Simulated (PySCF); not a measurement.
# HfCl3⁺: changing the method

Aim: see what other levels and later steps give for HfCl3⁺.

Computed with PySCF 2.14.0. Level: each script names its method and basis.

1 further run of the same task is left out (it didn't finish).

### Step 1. The starting structure

HfCl3⁺: 4 atoms, charge 1, spin multiplicity 1.

Bond lengths: Hf1–Cl2 2.332 Å, Hf1–Cl3 2.332 Å, Hf1–Cl4 2.332 Å. Angles: Cl2–Hf1–Cl3 107.6°, Cl2–Hf1–Cl4 107.6°, Cl3–Hf1–Cl4 107.6°.

### Step 2. The base run

input.py reads:

```python
from pyscf import gto, scf

mol = gto.M(
    atom='Hf 0 0 -0.3053; Cl 2.1732 0 0.5414; Cl -1.0866 1.8821 0.5414; Cl -1.0866 -1.8821 0.5414',
    basis='crenbl',
    ecp={'Hf': 'crenbl', 'Cl': 'crenbl'},
    charge=1,
    spin=0,
    symmetry=True,
    verbose=3,
)
mf = scf.RHF(mol)
mf.level_shift = 0.3
mf.kernel()
mf.dip_moment()
print('orbital energies (hartree):', mf.mo_energy[..., max(0, mol.nelec[1]-3):mol.nelec[0]+3].round(4))
```

Run with:

```
$ OMP_NUM_THREADS=1 python input.py
```

Standard output:

```text
converged SCF energy = -92.3745980534111

WARN: System has nonzero charge 1; the dipole moment is origin-dependent.
Location of origin: [0. 0. 0.]

Dipole moment(X, Y, Z, Debye):  0.00019, -0.00000, -5.84909
orbital energies (hartree): [-0.672  -0.672  -0.6556 -0.2606 -0.2104 -0.2104]
```

It took 2.3 s on 1 thread of Arm Neoverse N1, shared host; peak memory 0.16 GiB.

It gives: E(SCF) = -92.374598 Eh.

The dipole of an ion depends on the origin.

### Step 3. M06l (RKS)

Run 1 changes functional: none (Hartree–Fock) → m06l; SCF type: RHF → RKS; step after the SCF: none → analyze.

Changes to input.py since step 2:

```diff
@@ -1,2 +1,2 @@
-from pyscf import gto, scf
+from pyscf import gto, dft
 
@@ -11,5 +11,6 @@
 )
-mf = scf.RHF(mol)
+mf = dft.RKS(mol, xc='m06l')
 mf.level_shift = 0.3
 mf.kernel()
+mf.mulliken_pop()
 mf.dip_moment()
```

Run with:

```
$ OMP_NUM_THREADS=1 python input.py
```

Standard output:

```text
converged SCF energy = -93.592979278715
 ** Mulliken pop  **
pop of  0 Hf 5s          -0.51624
pop of  0 Hf 6s           2.71733
pop of  0 Hf 7s          -0.25792
pop of  0 Hf 8s           0.50377
pop of  0 Hf 9s          -0.08297
pop of  0 Hf 5px         -0.37956
pop of  0 Hf 5py         -0.37956
pop of  0 Hf 5pz         -0.37172
pop of  0 Hf 6px          0.84906
pop of  0 Hf 6py          0.84906
pop of  0 Hf 6pz          0.83029
pop of  0 Hf 7px          1.20076
pop of  0 Hf 7py          1.20074
pop of  0 Hf 7pz          1.21127
pop of  0 Hf 8px          0.38568
pop of  0 Hf 8py          0.38567
pop of  0 Hf 8pz          0.34683
pop of  0 Hf 9px          0.09004
pop of  0 Hf 9py          0.09001
pop of  0 Hf 9pz          0.08494
pop of  0 Hf 5dxy         0.09329
pop of  0 Hf 5dyz         0.07339
pop of  0 Hf 5dz^2        0.04959
pop of  0 Hf 5dxz         0.07339
pop of  0 Hf 5dx2-y2      0.09328
pop of  0 Hf 6dxy         0.22285
pop of  0 Hf 6dyz         0.17329
pop of  0 Hf 6dz^2        0.10553
pop of  0 Hf 6dxz         0.17327
pop of  0 Hf 6dx2-y2      0.22282
pop of  0 Hf 7dxy         0.20122
pop of  0 Hf 7dyz         0.13388
pop of  0 Hf 7dz^2        0.12062
pop of  0 Hf 7dxz         0.13399
pop of  0 Hf 7dx2-y2      0.20132
pop of  0 Hf 8dxy        -0.00298
pop of  0 Hf 8dyz        -0.00200
pop of  0 Hf 8dz^2       -0.00126
pop of  0 Hf 8dxz        -0.00210
pop of  0 Hf 8dx2-y2     -0.00303
pop of  1 Cl 3s          -0.00003
pop of  1 Cl 4s          -0.23843
pop of  1 Cl 5s           1.28248
pop of  1 Cl 6s           0.95565
pop of  1 Cl 3px         -0.00059
pop of  1 Cl 3py         -0.00066
pop of  1 Cl 3pz         -0.00063
pop of  1 Cl 4px         -0.00895
pop of  1 Cl 4py         -0.00926
pop of  1 Cl 4pz         -0.00899
pop of  1 Cl 5px          0.84145
pop of  1 Cl 5py          0.89162
pop of  1 Cl 5pz          0.86183
pop of  1 Cl 6px          0.73584
pop of  1 Cl 6py          0.89695
pop of  1 Cl 6pz          0.86227
pop of  2 Cl 3s          -0.00003
pop of  2 Cl 4s          -0.23842
pop of  2 Cl 5s           1.28238
pop of  2 Cl 6s           0.95581
pop of  2 Cl 3px         -0.00064
pop of  2 Cl 3py         -0.00061
pop of  2 Cl 3pz         -0.00063
pop of  2 Cl 4px         -0.00918
pop of  2 Cl 4py         -0.00903
pop of  2 Cl 4pz         -0.00899
pop of  2 Cl 5px          0.87898
pop of  2 Cl 5py          0.85398
pop of  2 Cl 5pz          0.86190
pop of  2 Cl 6px          0.85675
pop of  2 Cl 6py          0.77622
pop of  2 Cl 6pz          0.86232
pop of  3 Cl 3s          -0.00003
pop of  3 Cl 4s          -0.23842
pop of  3 Cl 5s           1.28238
pop of  3 Cl 6s           0.95581
pop of  3 Cl 3px         -0.00064
pop of  3 Cl 3py         -0.00061
pop of  3 Cl 3pz         -0.00063
pop of  3 Cl 4px         -0.00918
pop of  3 Cl 4py         -0.00903
pop of  3 Cl 4pz         -0.00899
pop of  3 Cl 5px          0.87898
pop of  3 Cl 5py          0.85398
pop of  3 Cl 5pz          0.86190
pop of  3 Cl 6px          0.85675
pop of  3 Cl 6py          0.77622
pop of  3 Cl 6pz          0.86232
 ** Mulliken atomic charges  **
charge of    0Hf =      1.18217
charge of    1Cl =     -0.06057
charge of    2Cl =     -0.06080
charge of    3Cl =     -0.06080

WARN: System has nonzero charge 1; the dipole moment is origin-dependent.
Location of origin: [0. 0. 0.]

Dipole moment(X, Y, Z, Debye): -0.00012, -0.00000, -4.60185
orbital energies (hartree): [-0.515  -0.515  -0.5012 -0.3593 -0.3406 -0.3405]
```

It took 26 s on 1 thread of Arm Neoverse N1, shared host; peak memory 0.44 GiB.

This run: E(SCF) = -93.592979 Eh.

### Step 4. MP2

Run 2 changes step after the SCF: none → mp2.

Changes to input.py since step 2:

```diff
@@ -1,2 +1,2 @@
-from pyscf import gto, scf
+from pyscf import gto, scf, mp
 
@@ -14,2 +14,3 @@
 mf.kernel()
+mp.MP2(mf).kernel()
 mf.dip_moment()
```

Run with:

```
$ OMP_NUM_THREADS=1 python input.py
```

Standard output:

```text
converged SCF energy = -92.3745980534111
E(RMP2) = -92.7439696444255  E_corr = -0.369371591014413
E(SCS-RMP2) = -92.7266848637555  E_corr = -0.352086810344412

WARN: System has nonzero charge 1; the dipole moment is origin-dependent.
Location of origin: [0. 0. 0.]

Dipole moment(X, Y, Z, Debye):  0.00019, -0.00000, -5.84909
orbital energies (hartree): [-0.672  -0.672  -0.6556 -0.2606 -0.2104 -0.2104]
```

Run time: 3 s. Hardware: 1 thread of Arm Neoverse N1, shared host.

Result: E(SCF) = -92.374598 Eh (no change), E(MP2) − E(SCF) = -0.36937 Eh.

### Step 5. Olyp (RKS)

Run 3 changes functional: none (Hartree–Fock) → olyp; SCF type: RHF → RKS; step after the SCF: none → analyze.

Changes to input.py since step 2:

```diff
@@ -1,2 +1,2 @@
-from pyscf import gto, scf
+from pyscf import gto, dft
 
@@ -11,5 +11,6 @@
 )
-mf = scf.RHF(mol)
+mf = dft.RKS(mol, xc='olyp')
 mf.level_shift = 0.3
 mf.kernel()
+mf.mulliken_pop()
 mf.dip_moment()
```

Run with:

```
$ OMP_NUM_THREADS=1 python input.py
```

Standard output:

```text
converged SCF energy = -93.6402206000397
 ** Mulliken pop  **
pop of  0 Hf 5s          -0.52082
pop of  0 Hf 6s           2.74839
pop of  0 Hf 7s          -0.27572
pop of  0 Hf 8s           0.51614
pop of  0 Hf 9s          -0.08251
pop of  0 Hf 5px         -0.37739
pop of  0 Hf 5py         -0.37739
pop of  0 Hf 5pz         -0.36919
pop of  0 Hf 6px          0.84111
pop of  0 Hf 6py          0.84110
pop of  0 Hf 6pz          0.82072
pop of  0 Hf 7px          1.20776
pop of  0 Hf 7py          1.20776
pop of  0 Hf 7pz          1.22388
pop of  0 Hf 8px          0.39025
pop of  0 Hf 8py          0.39025
pop of  0 Hf 8pz          0.33675
pop of  0 Hf 9px          0.08219
pop of  0 Hf 9py          0.08219
pop of  0 Hf 9pz          0.08129
pop of  0 Hf 5dxy         0.09515
pop of  0 Hf 5dyz         0.07690
pop of  0 Hf 5dz^2        0.05028
pop of  0 Hf 5dxz         0.07690
pop of  0 Hf 5dx2-y2      0.09515
pop of  0 Hf 6dxy         0.24350
pop of  0 Hf 6dyz         0.18550
pop of  0 Hf 6dz^2        0.11461
pop of  0 Hf 6dxz         0.18551
pop of  0 Hf 6dx2-y2      0.24351
pop of  0 Hf 7dxy         0.17658
pop of  0 Hf 7dyz         0.13455
pop of  0 Hf 7dz^2        0.10518
pop of  0 Hf 7dxz         0.13453
pop of  0 Hf 7dx2-y2      0.17657
pop of  0 Hf 8dxy         0.01240
pop of  0 Hf 8dyz         0.00863
pop of  0 Hf 8dz^2        0.00994
pop of  0 Hf 8dxz         0.00864
pop of  0 Hf 8dx2-y2      0.01240
pop of  1 Cl 3s          -0.00002
pop of  1 Cl 4s          -0.24424
pop of  1 Cl 5s           1.32338
pop of  1 Cl 6s           0.92776
pop of  1 Cl 3px         -0.00055
pop of  1 Cl 3py         -0.00062
pop of  1 Cl 3pz         -0.00060
pop of  1 Cl 4px         -0.00928
pop of  1 Cl 4py         -0.00988
pop of  1 Cl 4pz         -0.00957
pop of  1 Cl 5px          0.84077
pop of  1 Cl 5py          0.90553
pop of  1 Cl 5pz          0.87577
pop of  1 Cl 6px          0.71597
pop of  1 Cl 6py          0.87362
pop of  1 Cl 6pz          0.84088
pop of  2 Cl 3s          -0.00002
pop of  2 Cl 4s          -0.24424
pop of  2 Cl 5s           1.32339
pop of  2 Cl 6s           0.92775
pop of  2 Cl 3px         -0.00060
pop of  2 Cl 3py         -0.00057
pop of  2 Cl 3pz         -0.00060
pop of  2 Cl 4px         -0.00973
pop of  2 Cl 4py         -0.00943
pop of  2 Cl 4pz         -0.00957
pop of  2 Cl 5px          0.88934
pop of  2 Cl 5py          0.85695
pop of  2 Cl 5pz          0.87577
pop of  2 Cl 6px          0.83421
pop of  2 Cl 6py          0.75538
pop of  2 Cl 6pz          0.84089
pop of  3 Cl 3s          -0.00002
pop of  3 Cl 4s          -0.24424
pop of  3 Cl 5s           1.32339
pop of  3 Cl 6s           0.92775
pop of  3 Cl 3px         -0.00060
pop of  3 Cl 3py         -0.00057
pop of  3 Cl 3pz         -0.00060
pop of  3 Cl 4px         -0.00973
pop of  3 Cl 4py         -0.00943
pop of  3 Cl 4pz         -0.00957
pop of  3 Cl 5px          0.88934
pop of  3 Cl 5py          0.85695
pop of  3 Cl 5pz          0.87577
pop of  3 Cl 6px          0.83421
pop of  3 Cl 6py          0.75538
pop of  3 Cl 6pz          0.84089
 ** Mulliken atomic charges  **
charge of    0Hf =      1.08680
charge of    1Cl =     -0.02893
charge of    2Cl =     -0.02893
charge of    3Cl =     -0.02893

WARN: System has nonzero charge 1; the dipole moment is origin-dependent.
Location of origin: [0. 0. 0.]

Dipole moment(X, Y, Z, Debye):  0.00014, -0.00000, -4.17863
orbital energies (hartree): [-0.4983 -0.4983 -0.4848 -0.3734 -0.3375 -0.3375]
```

It took 13 s on 1 thread of Arm Neoverse N1, shared host.

Result: E(SCF) = -93.640221 Eh.

### Step 6. Population analysis

Run 4 changes step after the SCF: none → analyze.

Changes to input.py since step 2:

```diff
@@ -14,2 +14,3 @@
 mf.kernel()
+mf.mulliken_pop()
 mf.dip_moment()
```

Run with:

```
$ OMP_NUM_THREADS=1 python input.py
```

Standard output:

```text
converged SCF energy = -92.3745980534111
 ** Mulliken pop  **
pop of  0 Hf 5s          -0.51263
pop of  0 Hf 6s           2.67699
pop of  0 Hf 7s          -0.21540
pop of  0 Hf 8s           0.50642
pop of  0 Hf 9s          -0.08532
pop of  0 Hf 5px         -0.37912
pop of  0 Hf 5py         -0.37912
pop of  0 Hf 5pz         -0.37112
pop of  0 Hf 6px          0.84950
pop of  0 Hf 6py          0.84950
pop of  0 Hf 6pz          0.83174
pop of  0 Hf 7px          1.22144
pop of  0 Hf 7py          1.22144
pop of  0 Hf 7pz          1.23053
pop of  0 Hf 8px          0.38901
pop of  0 Hf 8py          0.38901
pop of  0 Hf 8pz          0.33181
pop of  0 Hf 9px          0.10701
pop of  0 Hf 9py          0.10702
pop of  0 Hf 9pz          0.09818
pop of  0 Hf 5dxy         0.05984
pop of  0 Hf 5dyz         0.04411
pop of  0 Hf 5dz^2        0.02537
pop of  0 Hf 5dxz         0.04411
pop of  0 Hf 5dx2-y2      0.05984
pop of  0 Hf 6dxy         0.19735
pop of  0 Hf 6dyz         0.14085
pop of  0 Hf 6dz^2        0.07673
pop of  0 Hf 6dxz         0.14086
pop of  0 Hf 6dx2-y2      0.19736
pop of  0 Hf 7dxy         0.16965
pop of  0 Hf 7dyz         0.11757
pop of  0 Hf 7dz^2        0.09088
pop of  0 Hf 7dxz         0.11757
pop of  0 Hf 7dx2-y2      0.16964
pop of  0 Hf 8dxy         0.00471
pop of  0 Hf 8dyz         0.00108
pop of  0 Hf 8dz^2        0.00233
pop of  0 Hf 8dxz         0.00107
pop of  0 Hf 8dx2-y2      0.00471
pop of  1 Cl 3s          -0.00004
pop of  1 Cl 4s          -0.23249
pop of  1 Cl 5s           1.24500
pop of  1 Cl 6s           0.97558
pop of  1 Cl 3px         -0.00059
pop of  1 Cl 3py         -0.00068
pop of  1 Cl 3pz         -0.00065
pop of  1 Cl 4px         -0.00839
pop of  1 Cl 4py         -0.00871
pop of  1 Cl 4pz         -0.00845
pop of  1 Cl 5px          0.83164
pop of  1 Cl 5py          0.88949
pop of  1 Cl 5pz          0.86006
pop of  1 Cl 6px          0.76773
pop of  1 Cl 6py          0.93880
pop of  1 Cl 6pz          0.90753
pop of  2 Cl 3s          -0.00004
pop of  2 Cl 4s          -0.23249
pop of  2 Cl 5s           1.24499
pop of  2 Cl 6s           0.97558
pop of  2 Cl 3px         -0.00066
pop of  2 Cl 3py         -0.00062
pop of  2 Cl 3pz         -0.00065
pop of  2 Cl 4px         -0.00863
pop of  2 Cl 4py         -0.00847
pop of  2 Cl 4pz         -0.00845
pop of  2 Cl 5px          0.87502
pop of  2 Cl 5py          0.84609
pop of  2 Cl 5pz          0.86006
pop of  2 Cl 6px          0.89604
pop of  2 Cl 6py          0.81050
pop of  2 Cl 6pz          0.90754
pop of  3 Cl 3s          -0.00004
pop of  3 Cl 4s          -0.23249
pop of  3 Cl 5s           1.24499
pop of  3 Cl 6s           0.97558
pop of  3 Cl 3px         -0.00066
pop of  3 Cl 3py         -0.00062
pop of  3 Cl 3pz         -0.00065
pop of  3 Cl 4px         -0.00863
pop of  3 Cl 4py         -0.00847
pop of  3 Cl 4pz         -0.00845
pop of  3 Cl 5px          0.87502
pop of  3 Cl 5py          0.84609
pop of  3 Cl 5pz          0.86006
pop of  3 Cl 6px          0.89604
pop of  3 Cl 6py          0.81050
pop of  3 Cl 6pz          0.90754
 ** Mulliken atomic charges  **
charge of    0Hf =      1.46745
charge of    1Cl =     -0.15581
charge of    2Cl =     -0.15582
charge of    3Cl =     -0.15582

WARN: System has nonzero charge 1; the dipole moment is origin-dependent.
Location of origin: [0. 0. 0.]

Dipole moment(X, Y, Z, Debye):  0.00019, -0.00000, -5.84909
orbital energies (hartree): [-0.672  -0.672  -0.6556 -0.2606 -0.2104 -0.2104]
```

It took 2.3 s on 1 thread of Arm Neoverse N1, shared host.

Result: E(SCF) = -92.374598 Eh (no change).

### Step 7. Pbesol (RKS)

Run 5 changes functional: none (Hartree–Fock) → pbesol; SCF type: RHF → RKS; step after the SCF: none → analyze.

Changes to input.py since step 2:

```diff
@@ -1,2 +1,2 @@
-from pyscf import gto, scf
+from pyscf import gto, dft
 
@@ -11,5 +11,6 @@
 )
-mf = scf.RHF(mol)
+mf = dft.RKS(mol, xc='pbesol')
 mf.level_shift = 0.3
 mf.kernel()
+mf.mulliken_pop()
 mf.dip_moment()
```

Run with:

```
$ OMP_NUM_THREADS=1 python input.py
```

Standard output:

```text
converged SCF energy = -93.371453916403
 ** Mulliken pop  **
pop of  0 Hf 5s          -0.52051
pop of  0 Hf 6s           2.73986
pop of  0 Hf 7s          -0.27039
pop of  0 Hf 8s           0.55602
pop of  0 Hf 9s          -0.08068
pop of  0 Hf 5px         -0.37312
pop of  0 Hf 5py         -0.37312
pop of  0 Hf 5pz         -0.36417
pop of  0 Hf 6px          0.83398
pop of  0 Hf 6py          0.83397
pop of  0 Hf 6pz          0.81187
pop of  0 Hf 7px          1.18935
pop of  0 Hf 7py          1.18936
pop of  0 Hf 7pz          1.20372
pop of  0 Hf 8px          0.40931
pop of  0 Hf 8py          0.40931
pop of  0 Hf 8pz          0.36037
pop of  0 Hf 9px          0.10143
pop of  0 Hf 9py          0.10143
pop of  0 Hf 9pz          0.09650
pop of  0 Hf 5dxy         0.09145
pop of  0 Hf 5dyz         0.07353
pop of  0 Hf 5dz^2        0.04856
pop of  0 Hf 5dxz         0.07353
pop of  0 Hf 5dx2-y2      0.09145
pop of  0 Hf 6dxy         0.24404
pop of  0 Hf 6dyz         0.18619
pop of  0 Hf 6dz^2        0.11442
pop of  0 Hf 6dxz         0.18619
pop of  0 Hf 6dx2-y2      0.24405
pop of  0 Hf 7dxy         0.19269
pop of  0 Hf 7dyz         0.14614
pop of  0 Hf 7dz^2        0.11765
pop of  0 Hf 7dxz         0.14613
pop of  0 Hf 7dx2-y2      0.19268
pop of  0 Hf 8dxy         0.00833
pop of  0 Hf 8dyz         0.00617
pop of  0 Hf 8dz^2        0.00749
pop of  0 Hf 8dxz         0.00617
pop of  0 Hf 8dx2-y2      0.00834
pop of  1 Cl 3s          -0.00003
pop of  1 Cl 4s          -0.24170
pop of  1 Cl 5s           1.30836
pop of  1 Cl 6s           0.93214
pop of  1 Cl 3px         -0.00058
pop of  1 Cl 3py         -0.00065
pop of  1 Cl 3pz         -0.00063
pop of  1 Cl 4px         -0.00856
pop of  1 Cl 4py         -0.00899
pop of  1 Cl 4pz         -0.00873
pop of  1 Cl 5px          0.82310
pop of  1 Cl 5py          0.87849
pop of  1 Cl 5pz          0.85091
pop of  1 Cl 6px          0.72148
pop of  1 Cl 6py          0.88706
pop of  1 Cl 6pz          0.85507
pop of  2 Cl 3s          -0.00003
pop of  2 Cl 4s          -0.24170
pop of  2 Cl 5s           1.30836
pop of  2 Cl 6s           0.93213
pop of  2 Cl 3px         -0.00063
pop of  2 Cl 3py         -0.00060
pop of  2 Cl 3pz         -0.00063
pop of  2 Cl 4px         -0.00888
pop of  2 Cl 4py         -0.00867
pop of  2 Cl 4pz         -0.00873
pop of  2 Cl 5px          0.86464
pop of  2 Cl 5py          0.83694
pop of  2 Cl 5pz          0.85091
pop of  2 Cl 6px          0.84567
pop of  2 Cl 6py          0.76288
pop of  2 Cl 6pz          0.85508
pop of  3 Cl 3s          -0.00003
pop of  3 Cl 4s          -0.24170
pop of  3 Cl 5s           1.30836
pop of  3 Cl 6s           0.93213
pop of  3 Cl 3px         -0.00063
pop of  3 Cl 3py         -0.00060
pop of  3 Cl 3pz         -0.00063
pop of  3 Cl 4px         -0.00888
pop of  3 Cl 4py         -0.00867
pop of  3 Cl 4pz         -0.00873
pop of  3 Cl 5px          0.86464
pop of  3 Cl 5py          0.83694
pop of  3 Cl 5pz          0.85091
pop of  3 Cl 6px          0.84567
pop of  3 Cl 6py          0.76288
pop of  3 Cl 6pz          0.85508
 ** Mulliken atomic charges  **
charge of    0Hf =      0.96027
charge of    1Cl =      0.01325
charge of    2Cl =      0.01324
charge of    3Cl =      0.01324

WARN: System has nonzero charge 1; the dipole moment is origin-dependent.
Location of origin: [0. 0. 0.]

Dipole moment(X, Y, Z, Debye):  0.00014, -0.00000, -4.00409
orbital energies (hartree): [-0.5044 -0.5044 -0.4902 -0.373  -0.3421 -0.3421]
```

It took 13 s on 1 thread of Arm Neoverse N1, shared host.

Outcome: E(SCF) = -93.371454 Eh.

### Step 8. Comparison

```tsv
run	E(SCF) (hartree)	from base (eV)	after the SCF
base	-92.374598	0	n/a
m06l (RKS)	-93.592979	not comparable	n/a
MP2	-92.374598	0.0000	MP2 correlation -10.051 eV
olyp (RKS)	-93.640221	not comparable	n/a
population analysis	-92.374598	0.0000	n/a
pbesol (RKS)	-93.371454	not comparable	n/a
```

Wall time on 1 thread of Arm Neoverse N1, shared host, start-up included: base 2.3 s; m06l (RKS) 26 s; MP2 3 s; olyp (RKS) 13 s; population analysis 2.3 s; pbesol (RKS) 13 s.

What this shows: A lower total energy from another functional means nothing by itself. The dearest run is “m06l (RKS)”, at 26 s against 2.3 s.
